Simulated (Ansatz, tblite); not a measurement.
# [In(CN)H3]- (CH3InN−): one state, many levels

How do method and basis change the picture of [In(CN)H3]- (CH3InN−) (singlet)?

Computed with Ansatz 0.2.0, Gaussian basis. Level: as each input shows.

Plan: GFN1-xTB, PBE-D4/def2-TZVPD, r2SCAN-D4/def2-TZVPD, LDA/def2-TZVPD, B3LYP-D4/def2-TZVPD, ωB97X-V/def2-TZVPD, B97M-V/def2-TZVPD, B2PLYP/def2-TZVPD, HSE06-D4/def2-TZVPD, LC-ωPBE/def2-TZVPD, PBE+5HF/def2-TZVPD, PBE+10HF/def2-TZVPD, PBE+15HF/def2-TZVPD, PBE+35HF/def2-TZVPD, PBE+50HF/def2-TZVPD, PBE-D4/def2-SVPD, PBE0-D4/def2-SVPD, CCSD(T)/def2-TZVPPD, MP2/def2-TZVPD, RPA/def2-TZVPD.

2 further runs of the same task are left out: 1 that didn't finish, 1 set aside as unsound or not needed.

## Step 1: The structure

The geometry is that of the singlet, from an earlier relaxation (r2SCAN-D4/def2-TZVPD).

6 atoms, charge -1, spin multiplicity 1.

Bond lengths: In1–C2 2.235 Å, In1–H4 1.758 Å, In1–H5 1.758 Å, In1–H6 1.758 Å, C2–N3 1.163 Å. Angles: C2–In1–H4 105.3°, C2–In1–H5 105.4°, C2–In1–H6 105.3°, H4–In1–H5 113.3°, H4–In1–H6 113.3°, H5–In1–H6 113.2°, In1–C2–N3 179.7°.

In takes a core potential in the def2 sets. No spin-orbit coupling is included. The ion is computed in the gas phase, without counter-ions or solvent.

PBE0-D4/def2-TZVPD was run before; its log isn't repeated, and its numbers join the tables.

## Step 2: GFN1-xTB

Tight binding, by tblite at 300 K electronic temperature and without a spin-polarisation term:

```python
tblite.interface.Calculator('GFN1-xTB', numbers, positions, charge=-1, uhf=0).singlepoint()
```

Energy -235.4034 eV, HOMO -6.89 eV, LUMO -1.07 eV; 0.003 s.

## Step 3: PBE-D4/def2-TZVPD

start.molden holds the orbitals of an earlier run on this state, given as this run's starting guess.

Contents of in.yaml:

```yaml
crystal:
  periodic: [false, false, false]
  atoms:
    - {symbol: In, position_ang: [-0.009940, -0.005194, -0.706141]}
    - {symbol: C, position_ang: [0.019529, 0.014260, 1.528357]}
    - {symbol: N, position_ang: [0.038618, 0.020104, 2.690727]}
    - {symbol: H, position_ang: [1.679604, -0.004153, -1.192165]}
    - {symbol: H, position_ang: [-0.869095, 1.455479, -1.174493]}
    - {symbol: H, position_ang: [-0.858715, -1.480496, -1.146286]}
basis:
  gaussian: {orbitals: def2-TZVPD, initial_orbitals: start.molden}
total_charge: -1
hamiltonian: {xc: pbe, dispersion: d4}
scf: {omitted_lower_state_checks: [starts]}
output: {orbitals: {seedname: orbitals}}
```

On the command line:

```console
$ ansatz run in.yaml --threads 4 --pin off --events-out ev --progress --plain --max-ram 3916MiB
```

After this run come: r2SCAN-D4/def2-TZVPD; LDA/def2-TZVPD; B3LYP-D4/def2-TZVPD; ωB97X-V/def2-TZVPD; B97M-V/def2-TZVPD; B2PLYP/def2-TZVPD; HSE06-D4/def2-TZVPD; LC-ωPBE/def2-TZVPD; PBE+5HF/def2-TZVPD; PBE+10HF/def2-TZVPD; PBE+15HF/def2-TZVPD; PBE+35HF/def2-TZVPD; PBE+50HF/def2-TZVPD; PBE-D4/def2-SVPD; PBE0-D4/def2-SVPD; CCSD(T)/def2-TZVPPD; MP2/def2-TZVPD; RPA/def2-TZVPD.

Q: Predict the results of all the runs planned. Wanted: gap in def2-TZVPD, named functionals, smallest and largest; gap over the share of exact exchange; correlation energy, CCSD(T)/def2-TZVPPD; correlation energy, MP2/def2-TZVPD; PBE0 total energy, smallest basis above largest.

As calculated:

```
                                                  quantity                                value
gap in def2-TZVPD, named functionals, smallest and largest  4.92 eV (PBE-D4), 9.85 eV (LC-ωPBE)
                      gap over the share of exact exchange         4.92 eV at 0, 7.91 eV at 0.5
                   correlation energy, CCSD(T)/def2-TZVPPD                            -19.12 eV
                        correlation energy, MP2/def2-TZVPD                            -17.76 eV
           PBE0 total energy, smallest basis above largest      3.08 eV (def2-SVPD, def2-TZVPD)
```

What this shows: Orbital gaps of the named functionals in def2-TZVPD span 4.92 eV (PBE-D4) to 9.85 eV (LC-ωPBE); exact exchange widens it. Raising the share of exact exchange from 0 to 0.5 moves the HOMO by -2.36 eV and the LUMO by +0.64 eV.
